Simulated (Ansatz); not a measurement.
# C₄H₁₁AlO: small, medium and large basis sets

The task here is to estimate one member of a computed series from the others.

Program: Ansatz 0.2.0, Gaussian basis. Level of theory: one geometry, several basis sets. These are calculated values, not measurements.

Levels to be run: PBE0-D4/def2-SVP; ωB97M-V/def2-SVP; PBE0-D4/def2-QZVPP; ωB97M-V/def2-QZVPP; the functionals' def2-TZVPP values are taken from earlier runs.

**The geometry**

The geometry comes from an earlier relaxation with PBE0-D4 in a triple-zeta def2 set; it is a stationary point, not always the lowest conformer.

SMILES `C[CH2][Al]([OH])[CH2]C`, 17 atoms, charge 0, spin multiplicity 1.

Atoms are counted from 1 here; the program's logs count them from 0.

Bond lengths: C1–C2 1.531 Å, C1–H7 1.094 Å, C1–H8 1.094 Å, C1–H9 1.093 Å, C2–Al3 1.965 Å, C2–H10 1.097 Å, C2–H11 1.099 Å, Al3–O4 1.706 Å, Al3–C5 1.957 Å, O4–H12 0.955 Å, C5–C6 1.532 Å, C5–H13 1.095 Å, C5–H14 1.098 Å, C6–H15 1.094 Å, C6–H16 1.094 Å, C6–H17 1.094 Å. Angles: C2–C1–H7 111.8°, C2–C1–H8 112.3°, C2–C1–H9 111.8°, H7–C1–H8 107.0°, H7–C1–H9 106.7°, H8–C1–H9 107.0°, C1–C2–Al3 115.1°, C1–C2–H10 110.2°, C1–C2–H11 109.5°, Al3–C2–H10 109.3°, Al3–C2–H11 107.5°, H10–C2–H11 104.7°, C2–Al3–O4 120.4°, C2–Al3–C5 123.6°, O4–Al3–C5 116.1°, Al3–O4–H12 123.1°, Al3–C5–C6 114.8°, Al3–C5–H13 108.5° and more.

The first run:

Input file in.yaml:

```yaml
crystal:
  periodic: [false, false, false]
  atoms:
    - {symbol: C, position_ang: [-1.367473, 1.709975, -0.306574]}
    - {symbol: C, position_ang: [-0.722862, 0.806799, -1.360820]}
    - {symbol: Al, position_ang: [0.873661, -0.168494, -0.761106]}
    - {symbol: O, position_ang: [2.107583, -0.567288, -1.869286]}
    - {symbol: C, position_ang: [1.150304, -0.760079, 1.083589]}
    - {symbol: C, position_ang: [-0.021028, -1.537129, 1.692402]}
    - {symbol: H, position_ang: [-0.690488, 2.507758, 0.012394]}
    - {symbol: H, position_ang: [-2.278124, 2.192448, -0.674760]}
    - {symbol: H, position_ang: [-1.641627, 1.152200, 0.593071]}
    - {symbol: H, position_ang: [-0.475811, 1.388752, -2.256883]}
    - {symbol: H, position_ang: [-1.455706, 0.063176, -1.703844]}
    - {symbol: H, position_ang: [2.082155, -0.316930, -2.791019]}
    - {symbol: H, position_ang: [2.065665, -1.360169, 1.122213]}
    - {symbol: H, position_ang: [1.356374, 0.125115, 1.700115]}
    - {symbol: H, position_ang: [0.162438, -1.807586, 2.736797]}
    - {symbol: H, position_ang: [-0.950153, -0.960180, 1.671387]}
    - {symbol: H, position_ang: [-0.214009, -2.468871, 1.152620]}
basis:
  gaussian: {orbitals: def2-SVP}
hamiltonian: {xc: pbe0, dispersion: d4}
output: {orbitals: {seedname: orbitals}}
```

Launch:

```sh
$ ansatz run in.yaml --threads 4 --pin off --events-out ev --progress --plain --max-ram 11315MiB
```

Among the steps run: PBE0-D4 in def2-SVP; ωB97M-V in def2-SVP; PBE0-D4 in def2-QZVPP; ωB97M-V in def2-QZVPP.

One table of the session follows, with a row left open; its other results are not shown here.

It belongs to the step «Density functionals: the series». 

| functional | basis | HOMO (eV) | LUMO (eV) |
| --- | --- | --- | --- |
| PBE0-D4 | def2-SVP | -6.95 | 0.10 |
| PBE0-D4 | def2-TZVPP | -7.00 | -0.07 |
| PBE0-D4 | def2-QZVPP | -7.02 | -0.19 |
| ωB97M-V | def2-SVP | -9.15 | 1.77 |
| ωB97M-V | def2-TZVPP | -9.21 | 1.43 |
| ωB97M-V | def2-QZVPP | ? | ? |

Estimate the missing values for ωB97M-V, def2-QZVPP.

As computed: HOMO (eV): -9.22; LUMO (eV): 0.91. In the column «HOMO (eV)» it is the lowest.
